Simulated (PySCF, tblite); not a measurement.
**C5H11PS: geometry, infrared bands and NMR shifts**

Wanted: the infrared bands and NMR shifts of C5H11PS (`CSCPC1CC1`), by calculation.

Programs: tblite 0.8.0 and PySCF 2.14.0, with density-fitted response routines of our own. Each step states its level of theory. These are calculated values for one molecule in the gas phase, unless marked as measured. Atoms count from 0, in the outputs and in this text.

## Step 1: The molecule as given

18 atoms, charge 0, multiplicity 1; geometry from: force field or distance geometry start.

Bonds of the start (Å): C0–S1 1.81, S1–C2 1.78, C2–P3 1.88, P3–C4 1.88, C4–C5 1.49, C5–C6 1.52, C6–C4 1.52, C0–H7 1.11, C0–H8 1.11, C0–H9 1.10, C2–H10 1.09, C2–H11 1.13, P3–H12 1.45, C4–H13 1.10, C5–H14 1.09, C5–H15 1.12, C6–H16 1.12, C6–H17 1.10.

## Step 2: Optimising the geometry with GFN2-xTB

The job: settings as JSON, then the geometry in Å.

```
{"job": {"kind": "relax", "xc": "GFN2-xTB", "basis": "xTB"}, "charge": 0, "multiplicity": 1}
C      3.244700    -0.337100    -0.165000
S      1.591300    -0.122200     0.544900
C      0.747200     1.345100     0.004800
P     -0.405600     0.849600    -1.398600
C     -1.922700     0.186400    -0.513300
C     -2.477700    -1.154600    -0.856100
C     -1.532400    -1.018000     0.320900
H      3.959800    -0.428100     0.681300
H      3.231400    -1.282700    -0.741800
H      3.521300     0.485700    -0.838600
H      1.381900     2.188600    -0.274900
H      0.056800     1.670100     0.831600
H     -0.740700     2.094700    -2.057600
H     -2.523800     0.967600    -0.025300
H     -2.145200    -1.679900    -1.754600
H     -3.533700    -1.308000    -0.514800
H     -0.542300    -1.501300     0.132800
H     -1.919000    -0.949700     1.347900
```

Started as:

```
$ OMP_NUM_THREADS=1 python probes_run.py task.json out
```

The driver reads the jobs from task.json and runs them one after another.

**Question.** This job is followed by: GFN2-xTB harmonic vibrations, gas phase; GIAO PBE0/pcSseg-1 NMR shielding, non-relativistic, gas phase. Predict these results of the whole session: strongest single infrared mode (GFN2-xTB); zero-point energy (GFN2-xTB); ¹³C shifts against TMS (PBE0/pcSseg-1, means over atoms taken as alike); ¹H shifts against TMS (PBE0/pcSseg-1, means over atoms taken as alike); ³³S shifts against CS2 (PBE0/pcSseg-1); ³¹P shifts against H3PO4 (PBE0/pcSseg-1); surface potential, 1st and 99th percentile.

The runs gave:

```
                                                               quantity                                   value
                              strongest single infrared mode (GFN2-xTB)                   2233 cm⁻¹, 179 km/mol
                                           zero-point energy (GFN2-xTB)                           90.7 kcal/mol
¹³C shifts against TMS (PBE0/pcSseg-1, means over atoms taken as alike)                37.0, 18.8, 8.2, 6.1 ppm
 ¹H shifts against TMS (PBE0/pcSseg-1, means over atoms taken as alike)  3.92, 2.87, 2.13, 0.84, 0.77, 0.37 ppm
                                 ³³S shifts against CS2 (PBE0/pcSseg-1)                                 -71 ppm
                               ³¹P shifts against H3PO4 (PBE0/pcSseg-1)                              -103.5 ppm
                                  surface potential, 1st and 99th percentile                      -1.11 V and 0.86 V
```

What this shows: Over 132 steps the energy fell by 1.039 eV; of the close pairs, P3–C4 changed most, 1.878 to 1.833 Å. All 48 modes are real, so the xTB geometry is a minimum. The strongest single mode, at 2233 cm⁻¹, moves mainly H12. GFN2-xTB is a fitted tight-binding method: band positions and strengths are rough. Its intensities can rank the bands wrongly. At PBE0/pcSseg-1: Shielding is most anisotropic at S1 (span 325 ppm, paramagnetic term -483 ppm).
